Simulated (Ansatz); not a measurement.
Predict the output of the script below (Ansatz 0.2.0, Python API).

`fatbands_bite.py`:
```python
"""Fat bands of BiTe at high-symmetry points."""

from pathlib import Path
import warnings

import ansatz as az
from ase import Atoms
import pandas as pd

FUNCTIONAL = "PBEsol"
WIDTH_EV = 0.1
K_LENGTH = 24

warnings.simplefilter("ignore", az.DeckWarning)

atoms = Atoms(
    ["Bi", "Te"],
    scaled_positions=[
        [0.0, 0.0, 0.0],
        [0.5, 0.5, 0.5],
    ],
    cell=[
        [0.0, 3.235, 3.235],
        [3.235, 0.0, 3.235],
        [3.235, 3.235, 0.0],
    ],
    pbc=True,
)
crystal = az.Crystal.from_ase(atoms)

points = {"K": (0.375, 0.375, 0.75), "G": (0.0, 0.0, 0.0), "L": (0.5, 0.5, 0.5), "W": (0.5, 0.25, 0.75), "X": (0.5, 0.0, 0.5)}
job = (
    crystal.calculation()
    .functional(FUNCTIONAL)
    .occupations(az.OccupationsMethod.FERMI_DIRAC, width=WIDTH_EV)
    .basis(16 * az.Ha)
    .kpoints(length=K_LENGTH)
    .band_structure(list(points.values()), intervals=1)
    .fat_bands()
)
out = job.run(threads=1)
data = out.report
file = Path(out.write_results("results")) / "fatbands.tsv"
names = file.read_text().splitlines()[0].lstrip("# ").split("\t")
table = pd.read_csv(file, sep="\t", comment="#", names=names)
near = table[table.e_minus_ef.abs() < 3]
for ik, label in enumerate(points):
    print(label)
    for _, row in near[near.ik == ik].iterrows():
        main = row[names[4:]].astype(float).nlargest(2)
        print(f"   band {int(row.band):3d} {row.e_minus_ef:7.3f} eV  " + ", ".join(f"{k} {v:.2f}" for k, v in main.items()))
```

Running `python fatbands_bite.py` prints:
```text
K
   band  15   2.039 eV  bi0_l1_6P 0.52, te1_l1_5P 0.37
   band  16   2.050 eV  bi0_l1_6P 0.60, te1_l1_5P 0.37
G
   band  12  -2.471 eV  te1_l1_5P 0.69, bi0_l1_6P 0.30
   band  13  -2.471 eV  te1_l1_5P 0.69, bi0_l1_6P 0.30
   band  14  -2.471 eV  te1_l1_5P 0.69, bi0_l1_6P 0.30
   band  15   2.210 eV  bi0_l1_6P 0.69, te1_l1_5P 0.30
   band  16   2.210 eV  bi0_l1_6P 0.69, te1_l1_5P 0.30
   band  17   2.210 eV  bi0_l1_6P 0.69, te1_l1_5P 0.30
L
   band  12  -1.843 eV  te1_l1_5P 0.99, bi0_l2_5D 0.00
   band  13  -1.843 eV  te1_l1_5P 0.99, bi0_l2_5D 0.00
   band  14  -1.542 eV  te1_l1_5P 0.81, bi0_l0_6S 0.17
   band  15  -0.800 eV  bi0_l1_6P 0.77, te1_l0_5S 0.20
   band  16  -0.568 eV  bi0_l1_6P 0.98, te1_l2_4D 0.00
   band  17  -0.568 eV  bi0_l1_6P 0.98, te1_l2_4D 0.00
W
   band  14  -1.504 eV  te1_l1_5P 0.93, bi0_l0_6S 0.06
   band  15  -0.204 eV  bi0_l1_6P 0.91, te1_l0_5S 0.08
X
   band  15   2.239 eV  bi0_l2_5D 0.00, te1_l2_4D 0.00
```

Caveats:
- The computed bands are complete only to about 4.7 eV above the Fermi level.
- The mesh is modest for a metal, so energies can be off by several to tens of meV an atom and pressures by half a GPa or more; differences at equal mesh fare better.
- The starting cell is as deposited in a crystallographic database; the results hold for this polymorph, which needn't be the stable one.
- Levels are Kohn-Sham eigenvalues on this mesh, without spin-orbit coupling.
- Energies are less the Fermi level and bands count from 0. Only the largest channels are printed, equivalent atoms hold more, and in degenerate sets the split between sites is arbitrary; shells that the potentials lack have no channel.
- The whole script took 2.9 s on 1 thread of Intel(R) Xeon(R) Platinum 8488C (Sapphire Rapids), with other jobs on the host, peak memory 0.45 GiB.

(Lines on the test bed's own set-up are left out of the output.)
